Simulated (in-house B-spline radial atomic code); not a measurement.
# Te⁹⁺: binding energies from hole states

Aim: the cost of two holes at once in Te⁹⁺, against the sum of the two single holes.

Method: Dirac-Hartree-Fock, average of configuration, Fermi nucleus, basis-set limit. Code: in-house B-spline radial atomic code version 1.

**1. What is computed**

- element: tellurium (Z = 52)
- charge: +9
- electrons: 43
- configuration: [Kr] 4d7
- Hamiltonian: Dirac-Coulomb
- nucleus: Fermi, rms radius 4.742 fm

The outer shells:

[Kr] 4d7
```
[Kr] core
4d [↑↓][↑↓][↑ ][↑ ][↑ ]
```

The boxes draw the filling by Hund's rule, which heavy ions in jj coupling don't follow; these runs average over all states of the configuration.

The run's settings:

```ini
Z = 52
electrons = 43.0
configuration = [Kr] 4d7
hamiltonian = dirac
method = hf
spin_polarised = False
nucleus = fermi
rms_radius = 4.7423
mass_number = 130
atomic_mass = 129.906222745
speed_of_light = 137.035999084
```

The reference is known from an earlier run: -6769.748469 hartree in all. Up to eight levels, counted from the top:

```
orbital  occupation  energy (eV)  <r> (bohr)
  3p3/2           4     -1002.26      0.3217
  3d3/2           4      -764.63      0.2934
  3d5/2           6      -753.71      0.2969
  4s1/2           2      -337.37      0.7498
  4p1/2           2      -286.56      0.7786
  4p3/2           4      -275.75      0.8013
  4d3/2         2.8      -195.47      0.8777
  4d5/2         4.2      -193.68      0.8860
```

Single holes known from earlier runs (ΔSCF): 2s 5130.68 eV, 2p3/2 4523.74 eV, 3p1/2 1044.59 eV, 3p3/2 992.13 eV, 3d5/2 742.12 eV, 4s 335.51 eV, 4d 193.08 eV.

**2. The 2s and 2s holes**

The run's settings:

```ini
Z = 52
electrons = 41.0
configuration = 1s2 2p6 3s2 3p6 3d10 4s2 4p6 4d7
hamiltonian = dirac
method = hf
spin_polarised = False
nucleus = fermi
rms_radius = 4.7423
mass_number = 130
atomic_mass = 129.906222745
speed_of_light = 137.035999084
```

**3. The 2p3/2 and 3p3/2 holes**

In configurations, a minus sign after the shell means j = l − 1/2 and a plus sign j = l + 1/2; the count of electrons follows.

Changes to the settings of step 2:

```diff
@@ -2,3 +2,3 @@
 electrons = 41.0
-configuration = 1s2 2p6 3s2 3p6 3d10 4s2 4p6 4d7
+configuration = 1s2 2s2 2p-2 2p+3 3s2 3p-2 3p+3 3d10 4s2 4p6 4d7
 hamiltonian = dirac
```

**4. The 4d and 4d holes**

Changes to the settings of step 3:

```diff
@@ -2,3 +2,3 @@
 electrons = 41.0
-configuration = 1s2 2s2 2p-2 2p+3 3s2 3p-2 3p+3 3d10 4s2 4p6 4d7
+configuration = 1s2 2s2 2p6 3s2 3p6 3d10 4s2 4p6 4d5
 hamiltonian = dirac
```

**5. The 2s and 3p1/2 holes**

Changes to the settings of step 4:

```diff
@@ -2,3 +2,3 @@
 electrons = 41.0
-configuration = 1s2 2s2 2p6 3s2 3p6 3d10 4s2 4p6 4d5
+configuration = 1s2 2s1 2p6 3s2 3p-1 3p+4 3d10 4s2 4p6 4d7
 hamiltonian = dirac
```

**6. The 4s and 4d holes**

Changes to the settings of step 5:

```diff
@@ -2,3 +2,3 @@
 electrons = 41.0
-configuration = 1s2 2s1 2p6 3s2 3p-1 3p+4 3d10 4s2 4p6 4d7
+configuration = 1s2 2s2 2p6 3s2 3p6 3d10 4s1 4p6 4d6
 hamiltonian = dirac
```

**7. The 3d5/2 and 3d5/2 holes**

Changes to the settings of step 6:

```diff
@@ -2,3 +2,3 @@
 electrons = 41.0
-configuration = 1s2 2s2 2p6 3s2 3p6 3d10 4s1 4p6 4d6
+configuration = 1s2 2s2 2p6 3s2 3p6 3d-4 3d+4 4s2 4p6 4d7
 hamiltonian = dirac
```

Q: What does each hole state cost in eV, and how does that compare with the orbital energies or single holes?

**Answer**, as computed:

| two holes | ΔSCF (eV) | less the two single holes (eV) |
| --- | --- | --- |
| 2s and 2s | 10409.9 | 148.60 |
| 2p3/2 and 3p3/2 | 5577.53 | 61.66 |
| 4d and 4d | 411.01 | 24.85 |
| 2s and 3p1/2 | 6245.12 | 69.85 |
| 4s and 4d | 554.28 | 25.70 |
| 3d5/2 and 3d5/2 | 1545.07 | 60.83 |

What this shows: Two holes cost more than the sum of each, because the second electron leaves a more charged ion. The excess runs from 24.9 eV (4d and 4d) to 148.6 eV (2s and 2s); it tends to be largest where both holes are compact. Two partly filled shells share a symmetry and can mix in the average, which may lower the energy, in these hole states: 2p3/2 and 3p3/2; 3d5/2 and 3d5/2; 3d5/2. Values are for the free ion, measured from the vacuum level.
